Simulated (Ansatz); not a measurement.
# C4H9B: one species, many methods

How much do the methods differ for C4H9B? The plan is to run it at one geometry with functionals of several rungs and with coupled cluster. The yardstick is the atomisation energy at the CCSD(T) limit.

Method: functionals in def2-TZVPP, the program's frozen cores in correlated methods; program: Ansatz 0.2.0, Gaussian basis.

Levels to be run: PBE-D4, r2SCAN-D4, PBE0-D4, B3LYP-D4, ωB97X-V, ωB97M-V, B2PLYP; CCSD(T)/def2-TZVPP; MP2/def2-QZVPP; extrapolation to the limit.

## (1) Structure used throughout

An earlier PBE0-D4 in a triple-zeta def2 set relaxation fixed the geometry.

SMILES `BC1(C)CC1`, 14 atoms, charge 0, spin multiplicity 1.

Atoms are counted from 1 here; the program's logs count them from 0.

Bond lengths: B1–C2 1.523 Å, B1–H6 1.199 Å, B1–H7 1.200 Å, C2–C3 1.510 Å, C2–C4 1.527 Å, C2–C5 1.538 Å, C3–H8 1.093 Å, C3–H9 1.094 Å, C3–H10 1.093 Å, C4–C5 1.472 Å, C4–H11 1.082 Å, C4–H12 1.084 Å, C5–H13 1.082 Å, C5–H14 1.084 Å. Angles: C2–B1–H6 121.8°, C2–B1–H7 119.1°, H6–B1–H7 119.0°, B1–C2–C3 121.1°, B1–C2–C4 116.3°, B1–C2–C5 112.9°, C3–C2–C4 116.6°, C3–C2–C5 116.3°, C4–C2–C5 57.4°, C2–C3–H8 111.2°, C2–C3–H9 111.6°, C2–C3–H10 111.1°, H8–C3–H9 107.7°, H8–C3–H10 107.5°, H9–C3–H10 107.5°, C2–C4–C5 61.7°, C2–C4–H11 118.2°, C2–C4–H12 115.0° and more.

## (2) PBE-D4 (GGA)

in.yaml

```yaml
crystal:
  periodic: [false, false, false]
  atoms:
    - {symbol: B, position_ang: [-0.679422, 1.541486, 0.169166]}
    - {symbol: C, position_ang: [-0.011544, 0.173615, 0.126870]}
    - {symbol: C, position_ang: [1.192879, -0.133115, 0.984818]}
    - {symbol: C, position_ang: [-0.910130, -1.006773, -0.235509]}
    - {symbol: C, position_ang: [-0.026589, -0.456779, -1.276013]}
    - {symbol: H, position_ang: [-0.243838, 2.437350, 0.836825]}
    - {symbol: H, position_ang: [-1.657545, 1.735041, -0.498019]}
    - {symbol: H, position_ang: [1.998584, 0.583362, 0.805771]}
    - {symbol: H, position_ang: [1.586610, -1.134044, 0.782784]}
    - {symbol: H, position_ang: [0.940481, -0.086554, 2.047424]}
    - {symbol: H, position_ang: [-1.975812, -0.834026, -0.313005]}
    - {symbol: H, position_ang: [-0.634208, -1.949638, 0.222242]}
    - {symbol: H, position_ang: [-0.464229, 0.105896, -2.090449]}
    - {symbol: H, position_ang: [0.871863, -1.005122, -1.534106]}
basis:
  gaussian: {orbitals: def2-TZVPP}
hamiltonian: {xc: pbe, dispersion: d4}
output: {forces: true, orbitals: {seedname: orbitals}}
```

Command:

```bash
$ ansatz run in.yaml --threads 4 --pin off --events-out ev --progress --plain --max-ram 10444MiB
```

The runs that follow: r2SCAN-D4 (meta-GGA); PBE0-D4 (hybrid); B3LYP-D4 (hybrid); ωB97X-V (range-separated); ωB97M-V (range-separated); B2PLYP (double hybrid); CCSD(T) in def2-TZVPP; MP2 in def2-QZVPP.

Q: Predict the results of all the runs planned. Wanted: atomisation energy, CCSD(T)/CBS; farthest; mean size of error, hybrid; mean size of error, range-separated; gap, smallest and largest; T1 diagnostic; triples share of the correlation energy.

The runs gave:

| quantity | value |
| --- | --- |
| atomisation energy, CCSD(T)/CBS | 5532.0 kJ/mol |
| functionals within 27.7 kJ/mol (0.5 %) | B3LYP-D4 |
| farthest | PBE-D4 (+128.5 kJ/mol) |
| mean size of error, hybrid | 48.7 kJ/mol |
| mean size of error, range-separated | 33.0 kJ/mol |
| gap, smallest and largest | 4.85 eV (PBE-D4), 11.48 eV (ωB97X-V) |
| T1 diagnostic | 0.0097 |
| triples share of the correlation energy | 4.0 % |

PBE-D4 misses by +128.5 kJ/mol. Double hybrids carry the basis error of their MP2 part in triple zeta, and no dispersion term here, so their miss is partly the set-up's. Misses under about 27.7 kJ/mol are within the doubt on the reference itself, which lacks core-valence correlation, relativity and higher excitations. Hartree-Fock recovers 77 % of the binding; the rest is correlation. Orbital gaps span 4.8 to 11.5 eV; exact exchange widens them.
